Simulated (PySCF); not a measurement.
# GaBN2H5F (SMILES B[NH][Ga]([NH2])[F]) at 4 levels

Aim: a comparison of 4 runs (HF/3-21G, B3LYP/6-31G*, M06-2X/cc-pVDZ, PBE0/def2-SVP) of GaBN2H5F. Input form: a Python script.

The results are computed with PySCF 2.14.0.

### 1 The molecule

GaBN2H5F: 10 atoms, total charge 0, spin state singlet. SMILES: `B[NH][Ga]([NH2])[F]`. The shape comes from GFN2-xTB, which is rough for such elements, and wasn't checked as a minimum. This is one conformer, not always the lowest.

Bond lengths: B1–N2 1.393 Å, N2–Ga3 1.870 Å, Ga3–N4 1.839 Å, Ga3–F5 1.757 Å, B1–H6 1.172 Å, B1–H7 1.172 Å, N2–H8 1.016 Å, N4–H9 1.016 Å, N4–H10 1.014 Å. Some angles: B1–N2–Ga3 131.4°, N2–Ga3–N4 133.1°, N2–Ga3–F5 110.0°, N4–Ga3–F5 116.7°, B1–N2–H8 118.0°, Ga3–N2–H8 110.6°, N2–B1–H6 119.0°, N2–B1–H7 119.1°, Ga3–N4–H9 114.7°, Ga3–N4–H10 117.5°.

### 2 Energy and forces at HF/3-21G (run 1)

The input, run.py:

```python
# B[NH][Ga]([NH2])[F]
import pyscf.grad
from pyscf import gto, scf

mol = gto.M(
    atom='''
B   -1.914650  -0.603930   0.238680
N   -0.698060  -0.927600  -0.358510
Ga   0.949030  -0.041660  -0.367960
N    1.494860   1.601570   0.252290
F    2.127070  -0.972200  -1.279960
H   -1.990410   0.375960   0.877940
H   -2.828790  -1.324140   0.096210
H   -0.647670  -1.781970  -0.906880
H    2.497670   1.690890   0.390450
H    1.010950   1.983080   1.057730
''',
    verbose=4,
    max_memory=1860,
    basis='3-21g',
)

mf = scf.RHF(mol)
mf.conv_tol = 1e-10
mf.kernel()
if not mf.converged:
    mf = mf.newton().run(mf.mo_coeff, mf.mo_occ)

etot = mf.e_tot
print('E(%s) = %.9f' % ('HF', etot))
grad = mf.Gradients().kernel()
mf.analyze()
```

Started as:

```
OMP_NUM_THREADS=1 python run.py
```

The program printed:

```text
PySCF version 2.14.0

[... 85 lines left out ...]
Two-electron Energy =                 1197.349835096084007
[... 8 lines left out ...]
MO #5   energy= -42.2889805047421  occ= 2
[... 6 lines left out ...]
MO #12  energy= -4.47332829013906  occ= 2
[... 6 lines left out ...]
MO #19  energy= -1.15245972837049  occ= 2
[... 6 lines left out ...]
MO #26  energy= -0.569568645090841 occ= 2
[... 6 lines left out ...]
MO #33  energy= 0.0930482999451203 occ= 0
[... 6 lines left out ...]
MO #40  energy= 0.338042347858935  occ= 0
[... 6 lines left out ...]
MO #47  energy= 0.55375408145137   occ= 0
[... 6 lines left out ...]
MO #54  energy= 1.37834075428498   occ= 0
[... 6 lines left out ...]
MO #61  energy= 1.77226587800028   occ= 0
[... 6 lines left out ...]
MO #68  energy= 3.76539104544281   occ= 0
[... 42 lines left out ...]
pop of  3 N 1s            1.99977
pop of  3 N 2s            1.35286
pop of  3 N 3s            0.00298
pop of  3 N 2px           1.22536
pop of  3 N 2py           1.53236
pop of  3 N 2pz           1.51397
pop of  3 N 3px           0.00181
pop of  3 N 3py           0.01144
pop of  3 N 3pz           0.00920
pop of  4 F 1s            1.99990
pop of  4 F 2s            1.84920
pop of  4 F 3s            0.00277
pop of  4 F 2px           1.86620
pop of  4 F 2py           1.88790
pop of  4 F 2pz           1.88717
pop of  4 F 3px           0.00175
pop of  4 F 3py           0.00145
pop of  4 F 3pz           0.00150
pop of  5 H 1s            1.03923
pop of  5 H 2s            0.00330
pop of  6 H 1s            1.02687
pop of  6 H 2s            0.00362
pop of  7 H 1s            0.77069
pop of  7 H 2s            0.00973
pop of  8 H 1s            0.78637
pop of  8 H 2s            0.00958
pop of  9 H 1s            0.78715
pop of  9 H 2s            0.00969
 ** Mulliken atomic charges  **
charge of    0B =      0.04723
charge of    1N =     -0.52344
charge of    2Ga =      1.07001
charge of    3N =     -0.64973
charge of    4F =     -0.49784
charge of    5H =     -0.04252
charge of    6H =     -0.03048
charge of    7H =      0.21957
charge of    8H =      0.20405
charge of    9H =      0.20316
Dipole moment(X, Y, Z, Debye):  0.41508,  0.53770,  1.93450
```

It took 9 s on 1 thread of Intel Xeon at 2.50GHz (Skylake/Cascade Lake), shared host; peak memory 0.14 GiB.

### 3 Energy and forces at B3LYP/6-31G(d) (spherical functions) (run 2)

The input, calc.py:

```python
# B[NH][Ga]([NH2])[F]
from pyscf import gto, dft

mol = gto.M(
    atom=[
    ('B', (-1.914650, -0.603930, 0.238680)),
    ('N', (-0.698060, -0.927600, -0.358510)),
    ('Ga', (0.949030, -0.041660, -0.367960)),
    ('N', (1.494860, 1.601570, 0.252290)),
    ('F', (2.127070, -0.972200, -1.279960)),
    ('H', (-1.990410, 0.375960, 0.877940)),
    ('H', (-2.828790, -1.324140, 0.096210)),
    ('H', (-0.647670, -1.781970, -0.906880)),
    ('H', (2.497670, 1.690890, 0.390450)),
    ('H', (1.010950, 1.983080, 1.057730)),
],
    spin=0,
    basis='6-31g*',
    charge=0,
    max_memory=1860,
    verbose=4,
)

myscf = dft.RKS(mol)
myscf.xc = 'b3lyp'
myscf.grids.level = 5
myscf.conv_tol = 1e-10
myscf.kernel()
if not myscf.converged:
    myscf = myscf.newton().run(myscf.mo_coeff, myscf.mo_occ)

e_final = myscf.e_tot
print('E(%s) = %.9f' % ('B3LYP', e_final))
grad = myscf.nuc_grad_method().kernel()
myscf.analyze()
```

Started as:

```
OMP_NUM_THREADS=1 python calc.py
```

The program printed:

```text
PySCF version 2.14.0

[... 101 lines left out ...]
Two-electron Coulomb Energy =         1300.214358731442189
[... 10 lines left out ...]
MO #8   energy= -14.332947534572   occ= 2
[... 8 lines left out ...]
MO #17  energy= -0.862405848811517 occ= 2
[... 8 lines left out ...]
MO #26  energy= -0.40108956606374  occ= 2
[... 8 lines left out ...]
MO #35  energy= 0.0220576787028692 occ= 0
[... 8 lines left out ...]
MO #44  energy= 0.234099863633698  occ= 0
[... 8 lines left out ...]
MO #53  energy= 0.595582981873405  occ= 0
[... 8 lines left out ...]
MO #62  energy= 0.923675758125507  occ= 0
[... 8 lines left out ...]
MO #71  energy= 1.32027248926154   occ= 0
[... 8 lines left out ...]
MO #80  energy= 1.82559405199074   occ= 0
[... 8 lines left out ...]
MO #89  energy= 2.24090787068811   occ= 0
[... 8 lines left out ...]
MO #98  energy= 3.24925417983121   occ= 0
[... 72 lines left out ...]
pop of  3 N 3dyz          0.00167
pop of  3 N 3dz^2         0.00193
pop of  3 N 3dxz          0.00151
pop of  3 N 3dx2-y2       0.00211
pop of  4 F 1s            1.99997
pop of  4 F 2s            1.85340
pop of  4 F 3s            0.00138
pop of  4 F 2px           1.85423
pop of  4 F 2py           1.87202
pop of  4 F 2pz           1.86409
pop of  4 F 3px           0.00080
pop of  4 F 3py           0.00065
pop of  4 F 3pz           0.00068
pop of  4 F 3dxy          0.00157
pop of  4 F 3dyz          0.00100
pop of  4 F 3dz^2         0.00081
pop of  4 F 3dxz          0.00148
pop of  4 F 3dx2-y2       0.00089
pop of  5 H 1s            1.00766
pop of  5 H 2s            0.00393
pop of  6 H 1s            0.99607
pop of  6 H 2s            0.00440
pop of  7 H 1s            0.75886
pop of  7 H 2s            0.01135
pop of  8 H 1s            0.76273
pop of  8 H 2s            0.01122
pop of  9 H 1s            0.76305
pop of  9 H 2s            0.01127
 ** Mulliken atomic charges  **
charge of    0B =     -0.04717
charge of    1N =     -0.41884
charge of    2Ga =      0.85348
charge of    3N =     -0.60397
charge of    4F =     -0.45296
charge of    5H =     -0.01159
charge of    6H =     -0.00047
charge of    7H =      0.22979
charge of    8H =      0.22606
charge of    9H =      0.22568
Dipole moment(X, Y, Z, Debye):  0.50722,  0.70745,  1.46073
```

Run time: 95 s. Hardware: 1 thread of Intel Xeon at 2.50GHz (Skylake/Cascade Lake), shared host; peak memory 0.97 GiB.

Run 3 isn't shown in full; the table further down has it.

### 4 Energy and forces at PBE0/def2-SVP (run 4)

The input, mol.xyz:

```xyz
10

B     -1.914650    -0.603930     0.238680
N     -0.698060    -0.927600    -0.358510
Ga     0.949030    -0.041660    -0.367960
N      1.494860     1.601570     0.252290
F      2.127070    -0.972200    -1.279960
H     -1.990410     0.375960     0.877940
H     -2.828790    -1.324140     0.096210
H     -0.647670    -1.781970    -0.906880
H      2.497670     1.690890     0.390450
H      1.010950     1.983080     1.057730
```

The input, input.py:

```python
from pyscf import gto, dft

mol = gto.Mole()
mol.atom = 'mol.xyz'
mol.max_memory = 1860
mol.basis = 'def2-svp'
mol.charge = 0
mol.verbose = 4
mol.build()

mf = dft.RKS(mol, xc='pbe0')
mf.grids.level = 5
mf.conv_tol = 1e-10
mf.kernel()
if not mf.converged:
    mf = mf.newton().run(mf.mo_coeff, mf.mo_occ)

e_tot = mf.e_tot
print('E(%s) = %.9f' % ('PBE0', e_tot))
grad = mf.nuc_grad_method().kernel()
mf.analyze()
```

Started as:

```
OMP_NUM_THREADS=1 python input.py
```

The program printed:

```text
PySCF version 2.14.0

[... 104 lines left out ...]
MO #3   energy= -40.7813705307184  occ= 2
[... 10 lines left out ...]
MO #14  energy= -1.13000397109829  occ= 2
[... 10 lines left out ...]
MO #25  energy= -0.440052536142291 occ= 2
[... 10 lines left out ...]
MO #36  energy= 0.0693092114676621 occ= 0
[... 10 lines left out ...]
MO #47  energy= 0.324012003760986  occ= 0
[... 10 lines left out ...]
MO #58  energy= 0.705887434691232  occ= 0
[... 10 lines left out ...]
MO #69  energy= 1.04586638672978   occ= 0
[... 10 lines left out ...]
MO #80  energy= 1.55131248666885   occ= 0
[... 10 lines left out ...]
MO #91  energy= 2.10751290464134   occ= 0
[... 10 lines left out ...]
MO #102 energy= 2.70843245874973   occ= 0
[... 10 lines left out ...]
MO #113 energy= 3.528749203176     occ= 0
[... 87 lines left out ...]
pop of  4 F 3dz^2         0.00033
pop of  4 F 3dxz          0.00061
pop of  4 F 3dx2-y2       0.00039
pop of  5 H 1s            1.01175
pop of  5 H 2s            0.00477
pop of  5 H 2px           0.00008
pop of  5 H 2py           0.00131
pop of  5 H 2pz           0.00058
pop of  6 H 1s            0.99986
pop of  6 H 2s            0.00541
pop of  6 H 2px           0.00119
pop of  6 H 2py           0.00073
pop of  6 H 2pz           0.00005
pop of  7 H 1s            0.75597
pop of  7 H 2s            0.01000
pop of  7 H 2px           0.00024
pop of  7 H 2py           0.00131
pop of  7 H 2pz           0.00112
pop of  8 H 1s            0.76350
pop of  8 H 2s            0.00949
pop of  8 H 2px           0.00134
pop of  8 H 2py           0.00101
pop of  8 H 2pz           0.00086
pop of  9 H 1s            0.76429
pop of  9 H 2s            0.00935
pop of  9 H 2px           0.00056
pop of  9 H 2py           0.00129
pop of  9 H 2pz           0.00142
 ** Mulliken atomic charges  **
charge of    0B =     -0.03917
charge of    1N =     -0.43324
charge of    2Ga =      0.89581
charge of    3N =     -0.60654
charge of    4F =     -0.46940
charge of    5H =     -0.01848
charge of    6H =     -0.00724
charge of    7H =      0.23136
charge of    8H =      0.22379
charge of    9H =      0.22311
Dipole moment(X, Y, Z, Debye):  0.54063,  0.83579,  1.45161
```

Run time: 1.8 min. Hardware: 1 thread of Intel Xeon at 2.50GHz (Skylake/Cascade Lake), shared host; peak memory 1.2 GiB.

### 5 All runs side by side

```csv
run,level,integration grid,energy (Eh),dipole moment (D),HOMO energy (eV),LUMO energy (eV),wall time
1,HF/3-21G,–,-2148.652029,2.05,-11.05,2.53,9 s
2,B3LYP/6-31G* (spherical functions),5,-2161.926384,1.70,-7.50,-1.01,95 s
3,M06-2X/cc-pVDZ,5,-2162.061446,1.77,-9.22,0.24,2.5 min
4,PBE0/def2-SVP,5,-2161.226763,1.76,-7.86,-0.61,1.8 min
```

### 6 Results

| quantity | value |
| --- | --- |
| run 4: total energy | -2161.22676 Eh |
| run 4: dipole moment | 1.76 D |
| run 4: HOMO energy | -7.86 eV |
| run 4: LUMO energy | -0.61 eV |
| run 4: HOMO–LUMO gap | 7.26 eV |
| run 4: largest force on an atom | 1.049 eV/Å |

What this shows: The dipole moment (its size) runs from 1.70 D (B3LYP/6-31G*) to 2.05 D (HF/3-21G). The two ends differ in method and basis. The HOMO–LUMO gap runs from 6.49 eV (B3LYP/6-31G*) to 13.58 eV (HF/3-21G). Totals of different functionals can't be ranked against each other. All runs together took 6 min, the longest 2.5 min.
